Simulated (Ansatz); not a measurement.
# ScSi3: the cost of one run

Method: DFT PBE, scalar-relativistic, plane waves, PAW, in Ansatz 0.2.0.

2 further runs of the same task are left out: 1 that didn't finish, 1 set aside as unsound or not needed. Runs told in other sessions of the task aren't counted.

**1. Starting point**

Symmetry: Pm-3m, No. 221, cubic system. The conventional cell has a = 3.966 Å, b = 3.966 Å, c = 3.966 Å, α = 90.00°, β = 90.00°, γ = 90.00°. Around Sc (site symmetry m-3m) lie 12 Si at 2.80 Å. Around Si (site symmetry 4/mmm) lie 4 Sc at 2.80 Å and 8 Si at 2.80 Å.

As a file:

```
CELL_PARAMETERS angstrom
3.96555 0.00000 0.00000
0.00000 3.96555 0.00000
0.00000 0.00000 3.96555
ATOMIC_POSITIONS crystal
Sc 0.00000 0.00000 0.00000
Si 0.00000 0.50000 0.50000
Si 0.50000 0.50000 0.00000
Si 0.50000 0.00000 0.50000
```

An earlier run at PBE left this cell at 15.590 Å³/atom and 0.02 GPa (8×8×8 mesh).

The changes: atom 3 (Si) moved 0.02 Å along y; atom 4 (Si) moved 0.2 Å along x; strain e4 = -0.01, atoms carried along; strain e1 = +0.01, atoms carried along; all atoms moved at random (σ = 0.1 Å), cell strained at random (1 %); all atoms moved at random (σ = 0.1 Å), cell strained at random (1 %).

**2. Atom 3 (Si) moved 0.02 Å along y**

input.yaml

```yaml
crystal:
  lattice:
    - [3.9655533451, 0.0, 0.0]
    - [0.0, 3.9655533451, 0.0]
    - [0.0, 0.0, 3.9655533451]
  atoms:
    - { symbol: Sc, position: [0.0, 0.0, 0.0] }
    - { symbol: Si, position: [0.0, 0.5, 0.5] }
    - { symbol: Si, position: [0.5, 0.5050434323, 0.0] }
    - { symbol: Si, position: [0.5, 0.0, 0.5] }
basis:
  ecutwfc: 420
  ecutrho_ratio: 4
kpoints:
  mp_grid: { grid: [8, 8, 8] }
hamiltonian:
  xc: pbe
scf:
  occupations: { method: gaussian, width: 0.05 }
output:
  forces: true
  stress: true
  eigenvalues: true
  write_density: true
  write_potential: true
  elf: true
  volumetric_format: npy
```

Command:

```
> ansatz run input.yaml --threads 2 --pin off --max-ram 2662MiB --backend cpu --events-out ev --progress --plain --runs-dir out
```

What time and memory should one allow on 2 threads of Arm Neoverse V1, shared host?

About 11 s, with a peak of 0.44 GiB.
